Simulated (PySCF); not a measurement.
# Er2S3 (Er2(S)1(S)2): the cost of one run

The runs use PySCF 2.14.0; r2SCAN, Er lcecp-1-SVP with ECP57, S def2-SVP; scalar-relativistic core potentials, no spin–orbit coupling.

7 further runs of the same task are left out: 2 for a known fault of the program, 4 that didn't finish, 1 set aside as unsound or not needed.

**1. The starting structure**

5 atoms, charge 0, spin multiplicity 1.

Bond lengths: Er1–S3 2.546 Å, Er1–S4 2.313 Å, Er2–S3 2.546 Å, Er2–S5 2.313 Å. Angles: S3–Er1–S4 121.7°, S3–Er2–S5 121.7°, Er1–S3–Er2 126.9°.

As a file:

```xyz
5
Er2S3
Er    0.1633   -0.5796    2.2769
Er    0.1633   -0.5796   -2.2769
S     0.4720   -1.6757    0.0000
S    -0.4612    1.6373    2.4853
S    -0.4612    1.6373   -2.4853
```

Formal oxidation states: Er +3. Each metal's 11 4f electrons lie in its core potential, so multiplicities, spins and levels count the valence alone. An earlier session relaxed this geometry at r2SCAN, Er lcecp-1-SVP with ECP57, S def2-SVP (singlet, point group C2v).

Its energy there is -1270.821180 Eh.

**2. Atoms moved at random, σ = 0.06 Å**

The input, run.py (the lines that set the calculation):

```python
mol = gto.M(atom='''
Er     0.16808    -0.53930     2.13508
Er     0.18277    -0.70461    -2.25563
S      0.50624    -1.66180     0.02962
S     -0.46214     1.64385     2.52711
S     -0.51883     1.70162    -2.43618''',
    basis={'Er': 'lcecp-1-SVP', 'S': 'def2-SVP'},
    ecp={'Er': 'lcecp-1-SVP'},
    charge=0, spin=0)
mf = dft.RKS(mol, xc='R2SCAN')
mf.grids.atom_grid = (50, 194)  # f atoms: unpruned, at least (60, 302)
mf = mf.density_fit()  # fitting sets: Er AutoAux, S def2-universal-JKFIT
mf.conv_tol = 1e-08; mf.max_cycle = 55
mf.kernel(dm0)  # dm0: the density of the relaxed state
```

Run with:

```sh
OMP_NUM_THREADS=2 python run.py
```

**Question.** How long does this run take on 2 threads of Intel Xeon Platinum 8488C (Sapphire Rapids), shared host?

About 11 s.
